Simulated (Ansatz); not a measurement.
# CH8SSi2: the cost of one run

Program: Ansatz 0.2.0. Level of theory: UKS PBE0/STO-3G. These are calculated values, not measurements.

### Step 1. Starting point

Bond lengths: Si1–C2 2.179 Å, Si1–S3 2.055 Å, Si1–H5 1.467 Å, Si1–Si6 2.310 Å, C2–H7 1.081 Å, C2–H8 1.081 Å, C2–H9 1.093 Å, Si6–H10 1.468 Å, Si6–H11 1.464 Å, Si6–H12 1.463 Å. Angles (14 of 18 angles, heavy atoms first): C2–Si1–S3 95.1°, C2–Si1–Si6 101.7°, S3–Si1–Si6 123.6°, Si1–C2–H7 100.3°, Si1–C2–H8 94.1°, Si1–C2–H9 138.5°, C2–Si1–H5 98.2°, S3–Si1–H5 116.2°, H5–Si1–Si6 113.9°, Si1–Si6–H10 111.1°, Si1–Si6–H11 110.8°, Si1–Si6–H12 110.5°, H7–C2–H8 110.6°, H7–C2–H9 106.6°.

Coordinates:

```xyz
12

Si   -0.0473   -0.2408   -0.9689
C     0.8377    1.3715    0.2000
S     1.7333   -0.8853   -1.7672
H     1.5151    0.5362   -0.6880
H    -0.8925    0.5765   -1.8456
Si   -1.2207   -1.4032    0.6467
H     0.6925    0.9867    1.1999
H     0.0621    2.0823   -0.0502
H     1.7616    1.9558    0.2206
H    -2.1179   -0.5124    1.3922
H    -0.3082   -1.9981    1.6248
H    -2.0157   -2.4691    0.0357
```

### Step 2. Run 1

150 steps of 0.5 fs at constant energy, with velocities drawn for 300 K.

input.yaml

```yaml
crystal:
  periodic: [false, false, false]
  atoms:
    - { symbol: Si, position_ang: [-0.0473, -0.2408, -0.9689] }
    - { symbol: C, position_ang: [0.8377, 1.3715, 0.2] }
    - { symbol: S, position_ang: [1.7333, -0.8853, -1.7672] }
    - { symbol: H, position_ang: [1.5151, 0.5362, -0.688] }
    - { symbol: H, position_ang: [-0.8925, 0.5765, -1.8456] }
    - { symbol: Si, position_ang: [-1.2207, -1.4032, 0.6467] }
    - { symbol: H, position_ang: [0.6925, 0.9867, 1.1999] }
    - { symbol: H, position_ang: [0.0621, 2.0823, -0.0502] }
    - { symbol: H, position_ang: [1.7616, 1.9558, 0.2206] }
    - { symbol: H, position_ang: [-2.1179, -0.5124, 1.3922] }
    - { symbol: H, position_ang: [-0.3082, -1.9981, 1.6248] }
    - { symbol: H, position_ang: [-2.0157, -2.4691, 0.0357] }
magnetization:
  spin_polarized: true
basis:
  gaussian: { orbitals: STO-3G }
hamiltonian:
  xc: pbe0
md:
  timestep: 0.5
  n_steps: 150
  ensemble: nve
  temperature: 300.0
  initial_velocities: maxwell_boltzmann
  seed: 674875
```

Started as:

```sh
> ansatz run input.yaml --threads 1 --pin off --max-ram 2048MiB --backend cpu --events-out ev --progress --plain --runs-dir out
```

**Question.** How long does this run take on 1 thread of an x86-64 CPU, shared host, and how much memory does it need?

About 21 min, with a peak of 0.16 GiB.
